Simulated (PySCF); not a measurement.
# C₃H₁₀OSi: a tour of settings, part 1 of 2

Which settings matter for C₃H₁₀OSi (`CCCO[SiH3]`)?

Computed with PySCF 2.14.0, with density-fitted response routines of our own, on a single molecule, in the gas phase or a continuum. Atoms are numbered from 0 throughout.

### 1 The molecule as given

15 atoms, charge 0, multiplicity 1; geometry from: GFN2-xTB.

Bonds of the start (Å): C0–C1 1.52, C1–C2 1.53, C2–O3 1.40, O3–Si4 1.62, C0–H5 1.09, C0–H6 1.09, C0–H7 1.09, C1–H8 1.09, C1–H9 1.09, C2–H10 1.10, C2–H11 1.10, Si4–H12 1.47, Si4–H13 1.47, Si4–H14 1.45.

### 2 Shielding tensors: PBE0/pcSseg-1

What the job is given:

```
{"job": {"kind": "nmr", "xc": "PBE0", "basis": "pcSseg-1"}, "charge": 0, "multiplicity": 1}
C     -2.394308    -0.071972     0.577373
C     -1.146677     0.584625     0.000993
C      0.102425    -0.253418     0.257688
O      1.219977     0.386952    -0.283874
Si     2.772073    -0.067171    -0.289071
H     -2.297454    -0.201361     1.653124
H     -2.553454    -1.050193     0.129062
H     -3.269705     0.542362     0.382766
H     -0.999793     1.569855     0.447155
H     -1.257052     0.721752    -1.076375
H      0.245434    -0.393794     1.337156
H     -0.011691    -1.246695    -0.196298
H      3.292760    -0.215568     1.074934
H      2.953614    -1.355519    -0.967874
H      3.339436     1.058134    -1.011119
```

With the program's defaults for keys left out, this is: GIAO PBE0/pcSseg-1 NMR shielding, non-relativistic, gas phase.

Launch:

```bash
$ OMP_NUM_THREADS=1 python probes_run.py task.json out
```

The driver reads the jobs from task.json and runs them one after another.

The program printed:

```text
coarse grid: 12168 points
cycle   1  E = -484.5541442555  dE =  3.467e-01  |g| = 6.791e-01  |ddm| = 3.204e+00
cycle   2  E = -484.4287331532  dE =  1.254e-01  |g| = 1.062e+00  |ddm| = 1.529e+00
cycle   3  E = -484.6404114780  dE = -2.117e-01  |g| = 9.321e-02  |ddm| = 1.076e+00
cycle   4  E = -484.6418887697  dE = -1.477e-03  |g| = 3.827e-02  |ddm| = 9.192e-02
cycle   5  E = -484.6422447129  dE = -3.559e-04  |g| = 4.115e-03  |ddm| = 3.189e-02
cycle   6  E = -484.6422480269  dE = -3.314e-06  |g| = 6.922e-04  |ddm| = 3.532e-03
final grid: 110480 points
cycle   7  E = -484.6819863797  dE = -2.122e-05  |g| = 9.989e-03  |ddm| = 1.996e-02
cycle   8  E = -484.6819685188  dE =  1.786e-05  |g| = 1.405e-02  |ddm| = 1.598e-02
cycle   9  E = -484.6820061548  dE = -3.764e-05  |g| = 1.261e-03  |ddm| = 9.935e-03
cycle  10  E = -484.6820064893  dE = -3.345e-07  |g| = 1.522e-04  |ddm| = 1.189e-03
cycle  11  E = -484.6820064943  dE = -4.964e-09  |g| = 3.545e-05  |ddm| = 1.619e-04
cycle  12  E = -484.6820064945  dE = -2.560e-10  |g| = 1.039e-05  |ddm| = 3.975e-05
converged SCF energy = -484.6820064945

GIAO shielding tensors (ppm)
atom      isotropic    diamagn.    paramagn.     s11        s22        s33       span
  0 C      175.734     246.771     -71.037    168.870    169.855    188.476     19.606
  1 C      156.341     246.997     -90.656    139.094    158.907    171.022     31.927
  2 C      115.544     245.249    -129.705     82.530    102.764    161.337     78.807
  3 O      317.042     397.541     -80.499    283.744    331.516    335.866     52.122
  4 Si     388.158     880.287    -492.129    343.812    345.244    475.419    131.608
  5 H       30.968      29.333       1.635     26.681     29.105     37.118     10.437
  6 H       30.969      29.505       1.464     26.679     29.106     37.121     10.442
  7 H       30.506      27.630       2.876     26.055     27.797     37.667     11.613
  8 H       29.956      31.208      -1.252     25.701     29.612     34.556      8.854
  9 H       29.951      31.373      -1.422     25.698     29.599     34.555      8.856
 10 H       28.072      31.862      -3.790     23.399     29.121     31.697      8.297
 11 H       28.069      32.027      -3.957     23.406     29.123     31.679      8.273
 12 H       26.796      29.321      -2.525     23.633     25.068     31.687      8.055
 13 H       26.796      29.419      -2.622     23.635     25.067     31.687      8.052
 14 H       26.865      29.482      -2.617     23.095     25.274     32.225      9.131
```

Wall time 14 s (1 thread of Arm Neoverse V2, shared host); peak memory 0.69 GiB.

The references, computed at this level on geometries of the same kind, shield at (ppm): 1H TMS 31.72, 13C TMS 186.9, 29Si TMS 349.2, 17O H2O 336.1. Their shielding less the atom's gives the shift. The references are single molecules in the gas phase, so shifts against H2O, NH3, PH3, H3PO4 or CFCl3 are not on the usual liquid scales and can be off by tens of ppm. Atoms listed in one row are averaged.

| atoms | environment | σ (ppm) | δ (ppm) | δ scaled to CDCl3 |
| --- | --- | --- | --- | --- |
| C2 | sp3 CH2 bonded to O | 115.5 | 71.4 | 67.8 |
| C1 | sp3 CH2 | 156.3 | 30.6 | 27.9 |
| C0 | methyl carbon | 175.7 | 11.2 | 9.0 |
| H12, H13, H14 | hydrogen on a silicon bonded to O | 26.82 | 4.90 | – |
| H10, H11 | hydrogen on an sp3 CH2 bonded to O | 28.07 | 3.65 | 3.54 |
| H8, H9 | hydrogen on an sp3 CH2 | 29.95 | 1.76 | 1.77 |
| H5, H6, H7 | hydrogen on a methyl carbon | 30.81 | 0.90 | 0.96 |
| O3 | oxygen bonded to C, Si | 317.0 | 19.0 | – |
| Si4 | silicon bonded to O, 3 H | 388.2 | -39.0 | – |

The scaled column applies a straight-line fit of computed shieldings to shifts measured in CDCl3 (root-mean-square error 0.16 ppm for H, 1.9 ppm for C).

The run also stored atomic charges by several schemes (e):

| atoms | Mulliken | IAO | Hirshfeld | ESP fit |
| --- | --- | --- | --- | --- |
| C0 | -0.29 | -0.42 | -0.12 | -0.37 |
| C1 | -0.28 | -0.25 | -0.07 | 0.14 |
| C2 | 0.10 | -0.04 | 0.01 | 0.29 |
| O3 | -0.64 | -0.64 | -0.22 | -0.54 |
| Si4 | 0.70 | 0.88 | 0.38 | 0.63 |

Mayer bond orders: C0–C1 1.05, C1–C2 1.03, C2–O3 0.88, O3–Si4 0.98.

The fields below are evaluated on a grid from the run's orbitals.

Frontier orbitals at PBE0/pcSseg-1, with the share of their density that lies nearest to each atom:

| orbital | energy (eV) | lies on |
| --- | --- | --- |
| HOMO | -8.01 | O3 52 %; 4 H atoms about 10 % each |
| LUMO | 0.51 | H12, H13, H14 about 19 % each; Si4 18 %; O3 10 % |

ELF in a plane through or near 7 of the atoms.

Ten even steps from ' ' (0.00) to '@' (1.00):
```
                                                        
                                                        
                                                        
                                                        
                                                        
                                                        
            ..::..      ::--::      ..--::              
          ::--==::..    ==**++::  ..==**++..            
          ::::..  ----::==::::--..--==::==--..          
        ....  **--++####**++--%%++##++%%--%%%%==        
        ..::  ++==####**%%--##@@--%%%%::##@@@@%%..      
      ::**@@**..  ##==**##--**++%%::%%**@@@@@@@@..      
      **@@@@@@%%::==%%%%##  ::==--==--::%%@@@@%%        
    ..%%@@@@@@@@::..**##++  ..==**++..  ::%%%%::        
      ##@@@@@@@@..  ::==..    ..::::                    
      ::%%@@@@@@                                        
        ==%%@@**                                        
            ..                                          
                                                        
                                                        
```
The map spans 12.1 Å across and 7.9 Å up, centred on the molecule. Atoms in the plane (x, y in Å): C0 (2.4, 0.2), C1 (1.1, -0.6), C2 (-0.1, 0.3), O3 (-1.3, -0.5), Si4 (-2.8, 0.0), H7 (3.3, -0.5), H14 (-3.4, -1.4).

On the surface of density 0.002 e/bohr³ the electrostatic potential runs, from the 1st to the 99th percentile, from -1.22 V near O3 to 1.19 V near H13.

### 3 TDDFT and polarisability: PBE0/def2-SVPD

The job, as its differences from that of step 2:

```diff
@@ -1,2 +1,2 @@
-{"job": {"kind": "nmr", "xc": "PBE0", "basis": "pcSseg-1"}, "charge": 0, "multiplicity": 1}
+{"job": {"kind": "uv", "xc": "PBE0", "basis": "def2-SVPD", "nstates": 6, "ntriplets": 2}, "charge": 0, "multiplicity": 1}
 C     -2.394308    -0.071972     0.577373
```

Method: TDDFT PBE0/def2-SVPD, vertical, gas phase, core orbitals frozen in the response.

The program printed:

```text
coarse grid: 12168 points
cycle   1  E = -484.3416356921  dE =  3.070e-01  |g| = 6.411e-01  |ddm| = 4.618e+00
cycle   2  E = -484.2096500589  dE =  1.320e-01  |g| = 1.042e+00  |ddm| = 1.669e+00
cycle   3  E = -484.4236007590  dE = -2.140e-01  |g| = 9.161e-02  |ddm| = 1.058e+00
cycle   4  E = -484.4251220019  dE = -1.521e-03  |g| = 3.857e-02  |ddm| = 1.520e-01
cycle   5  E = -484.4254965390  dE = -3.745e-04  |g| = 3.537e-03  |ddm| = 5.349e-02
cycle   6  E = -484.4254992498  dE = -2.711e-06  |g| = 7.279e-04  |ddm| = 7.013e-03
final grid: 110480 points
cycle   7  E = -484.4948512189  dE = -2.313e-05  |g| = 9.179e-03  |ddm| = 7.994e-02
cycle   8  E = -484.4948352086  dE =  1.601e-05  |g| = 1.292e-02  |ddm| = 2.095e-02
cycle   9  E = -484.4948690285  dE = -3.382e-05  |g| = 1.286e-03  |ddm| = 1.236e-02
cycle  10  E = -484.4948693990  dE = -3.706e-07  |g| = 1.551e-04  |ddm| = 1.559e-03
cycle  11  E = -484.4948694046  dE = -5.595e-09  |g| = 3.578e-05  |ddm| = 3.127e-04
cycle  12  E = -484.4948694050  dE = -3.273e-10  |g| = 1.073e-05  |ddm| = 8.263e-05
converged SCF energy = -484.4948694050

Static polarisability (au): isotropic 68.578, principal 61.059 63.772 80.905

Singlet excitations
state   eV       nm        f      main configurations
  1   6.8611    180.7   0.00134   H->L 0.98
  2   7.4706    166.0   0.01614   H-1->L 0.97
  3   7.7580    159.8   0.03198   H->L+1 0.93
  4   8.1119    152.8   0.00616   H->L+2 0.68, H->L+3 0.27
  5   8.2059    151.1   0.00460   H->L+3 0.66, H->L+2 0.26
  6   8.3026    149.3   0.01165   H-1->L+1 0.90

Triplet excitations (Tamm-Dancoff, eV): 6.5533 7.1142
```

It took 19 s on 1 thread of Arm Neoverse V2, shared host; peak memory 0.75 GiB.

The orbitals next to the gap, with their largest atomic shares:

| orbital | eV | atoms |
| --- | --- | --- |
| HOMO−3 | -9.61 | Si4 25 %, H14 23 %, C2 10 % |
| HOMO−2 | -9.47 | C1 23 %, C0 12 %, H8 10 % |
| HOMO−1 | -8.55 | O3 43 %, C2 13 %, C1 10 % |
| HOMO | -8.05 | O3 48 %, Si4 12 %, C2 12 % |
| LUMO | 0.27 | Si4 39 %, H13 12 %, H12 12 % |
| LUMO+1 | 0.79 | Si4 25 %, C0 16 %, C1 8 % |
| LUMO+2 | 1.09 | Si4 35 %, C0 14 %, H13 8 % |

With each of the 6 states as a Gaussian band of 0.4 eV half-width at 1/e, the curve within the window shown has maxima at 160 nm (ε 1,900) L/(mol cm). Beyond the last state computed it falls off for lack of states. The curve at chosen wavelengths:

```csv
nm,ε (L/mol/cm)
144,409
146,651
148,909
150,1151
152,1369
155,1664
157,1824
159,1916
161,1908
163,1788
165,1573
167,1301
169,1015
172,635
174,442
176,301
178,204
180,141
182,100
184,73
186,54
189,34
191,24
193,17
195,11
197,7
```

Leading natural transition orbitals of singlet state 3: the hole lies on O3 51 %; 4 H atoms about 10 % each; the particle on H12, H13 about 15 % each; H10, H11, H14 about 10 % each; 4 H atoms about 6 % each.

Leading natural transition orbitals of singlet state 1: the hole lies on O3 52 %; H12, H13 about 12 % each; H10, H11 about 8 % each; the particle on H12, H13 about 19 % each; Si4 16 %; H14 16 %.

Ground-state properties from the same run:

| property | computed |
| --- | --- |
| dipole moment (D) | 1.03 |
| polarisability (Å³) | 10.16 |
| HOMO–LUMO gap (eV) | 8.32 |
| −ε(HOMO) (eV) | 8.05 |

### 4 Nuclear shieldings: PBE/pcSseg-1

The job, as its differences from that of step 3:

```diff
@@ -1,2 +1,2 @@
-{"job": {"kind": "uv", "xc": "PBE0", "basis": "def2-SVPD", "nstates": 6, "ntriplets": 2}, "charge": 0, "multiplicity": 1}
+{"job": {"kind": "nmr", "xc": "PBE", "basis": "pcSseg-1", "pop": false}, "charge": 0, "multiplicity": 1}
 C     -2.394308    -0.071972     0.577373
```

Method: GIAO PBE/pcSseg-1 NMR shielding, non-relativistic, gas phase.

The program printed:

```text
coarse grid: 12168 points
cycle   1  E = -484.4313430163  dE =  2.893e-01  |g| = 8.373e-01  |ddm| = 3.271e+00
cycle   2  E = -483.8535660455  dE =  5.778e-01  |g| = 1.858e+00  |ddm| = 3.156e+00
cycle   3  E = -484.5612649260  dE = -7.077e-01  |g| = 2.380e-01  |ddm| = 2.718e+00
cycle   4  E = -484.5717766314  dE = -1.051e-02  |g| = 1.055e-01  |ddm| = 2.857e-01
cycle   5  E = -484.5743789362  dE = -2.602e-03  |g| = 1.560e-02  |ddm| = 9.359e-02
cycle   6  E = -484.5744395570  dE = -6.062e-05  |g| = 4.589e-03  |ddm| = 1.922e-02
cycle   7  E = -484.5744438276  dE = -4.271e-06  |g| = 1.410e-03  |ddm| = 4.363e-03
final grid: 110480 points
cycle   8  E = -484.6280159316  dE = -1.015e-05  |g| = 1.677e-02  |ddm| = 2.829e-02
cycle   9  E = -484.6278727689  dE =  1.432e-04  |g| = 3.209e-02  |ddm| = 3.521e-02
cycle  10  E = -484.6280694137  dE = -1.966e-04  |g| = 3.399e-03  |ddm| = 2.588e-02
cycle  11  E = -484.6280719215  dE = -2.508e-06  |g| = 4.141e-04  |ddm| = 3.480e-03
cycle  12  E = -484.6280719633  dE = -4.174e-08  |g| = 7.770e-05  |ddm| = 4.912e-04
cycle  13  E = -484.6280719646  dE = -1.319e-09  |g| = 2.372e-05  |ddm| = 9.180e-05
cycle  14  E = -484.6280719647  dE = -1.235e-10  |g| = 6.817e-06  |ddm| = 2.317e-05
converged SCF energy = -484.6280719647

GIAO shielding tensors (ppm)
atom      isotropic    diamagn.    paramagn.     s11        s22        s33       span
  0 C      171.381     246.466     -75.085    164.308    164.639    185.198     20.890
  1 C      150.189     247.000     -96.812    132.672    152.778    165.116     32.444
  2 C      107.707     245.643    -137.936     73.269     94.592    155.259     81.990
  3 O      303.766     396.833     -93.067    262.380    322.026    326.891     64.512
  4 Si     374.166     881.294    -507.127    325.972    326.367    470.159    144.187
  5 H       30.873      29.394       1.479     26.815     29.071     36.735      9.920
  6 H       30.874      29.592       1.283     26.813     29.072     36.739      9.926
  7 H       30.423      27.509       2.914     26.179     27.878     37.212     11.033
  8 H       29.860      31.190      -1.331     25.877     29.599     34.103      8.226
  9 H       29.854      31.389      -1.535     25.874     29.587     34.102      8.228
 10 H       27.841      31.840      -3.999     23.430     28.711     31.383      7.953
 11 H       27.839      32.047      -4.208     23.438     28.716     31.363      7.926
 12 H       26.461      29.323      -2.862     23.335     24.696     31.352      8.017
 13 H       26.462      29.430      -2.968     23.338     24.695     31.352      8.014
 14 H       26.607      29.516      -2.909     22.893     25.056     31.871      8.978
```

It took 14 s on 1 thread of Arm Neoverse V2, shared host.

This run: δ C2 74.9, C1 32.4, C0 11.2, O3 32.6, H12 5.13, H10 3.80 ppm (means over like atoms).

### 5 NMR shieldings: BHandHLYP/6-31G

The job, as its differences from that of step 4:

```diff
@@ -1,2 +1,2 @@
-{"job": {"kind": "nmr", "xc": "PBE", "basis": "pcSseg-1", "pop": false}, "charge": 0, "multiplicity": 1}
+{"job": {"kind": "nmr", "xc": "BHandHLYP", "basis": "6-31G", "pop": true, "scf": {"aux": "def2-universal-jkfit"}}, "charge": 0, "multiplicity": 1}
 C     -2.394308    -0.071972     0.577373
```

Method: GIAO BHandHLYP/6-31G NMR shielding, non-relativistic, gas phase.

The program printed:

```text
final grid: 110480 points
cycle   1  E = -484.7379643462  dE =  5.473e-01  |g| = 6.037e-01  |ddm| = 3.178e+00
cycle   2  E = -484.7140948142  dE =  2.387e-02  |g| = 7.274e-01  |ddm| = 1.280e+00
cycle   3  E = -484.8152589122  dE = -1.012e-01  |g| = 4.382e-02  |ddm| = 7.364e-01
cycle   4  E = -484.8156315380  dE = -3.726e-04  |g| = 2.216e-02  |ddm| = 6.280e-02
cycle   5  E = -484.8157625870  dE = -1.310e-04  |g| = 1.636e-03  |ddm| = 2.309e-02
cycle   6  E = -484.8157635825  dE = -9.955e-07  |g| = 3.235e-04  |ddm| = 3.283e-03
cycle   7  E = -484.8157636334  dE = -5.087e-08  |g| = 5.594e-05  |ddm| = 8.101e-04
cycle   8  E = -484.8157636347  dE = -1.377e-09  |g| = 3.080e-05  |ddm| = 1.465e-04
cycle   9  E = -484.8157636350  dE = -2.760e-10  |g| = 3.467e-06  |ddm| = 3.637e-05
converged SCF energy = -484.8157636350

GIAO shielding tensors (ppm)
atom      isotropic    diamagn.    paramagn.     s11        s22        s33       span
  0 C      190.083     245.086     -55.002    183.344    185.228    201.678     18.334
  1 C      172.876     241.929     -69.053    154.000    175.213    189.415     35.416
  2 C      135.714     238.712    -102.998    104.831    122.108    180.204     75.372
  3 O      341.519     400.921     -59.402    294.731    363.048    366.777     72.045
  4 Si     470.362     879.782    -409.420    426.314    429.827    554.944    128.630
  5 H       32.392      29.666       2.726     28.060     30.713     38.403     10.342
  6 H       32.393      29.610       2.784     28.059     30.714     38.407     10.347
  7 H       32.074      29.383       2.691     27.583     29.424     39.215     11.632
  8 H       31.110      30.679       0.431     26.485     31.035     35.811      9.327
  9 H       31.107      30.525       0.581     26.485     31.025     35.810      9.325
 10 H       29.687      30.581      -0.894     24.579     30.779     33.704      9.125
 11 H       29.684      30.415      -0.731     24.588     30.778     33.687      9.099
 12 H       28.497      29.444      -0.946     24.437     26.975     34.080      9.642
 13 H       28.498      29.409      -0.910     24.440     26.974     34.081      9.641
 14 H       28.327      30.176      -1.849     23.583     26.829     34.569     10.987
```

It took 4.8 s on 1 thread of Arm Neoverse V2, shared host.

In short: δ C2 65.9, C1 28.8, C0 11.6, O3 -19.2, H12 4.87, H10 3.62 ppm (means over like atoms).

(Continued in part 2 of 2.)
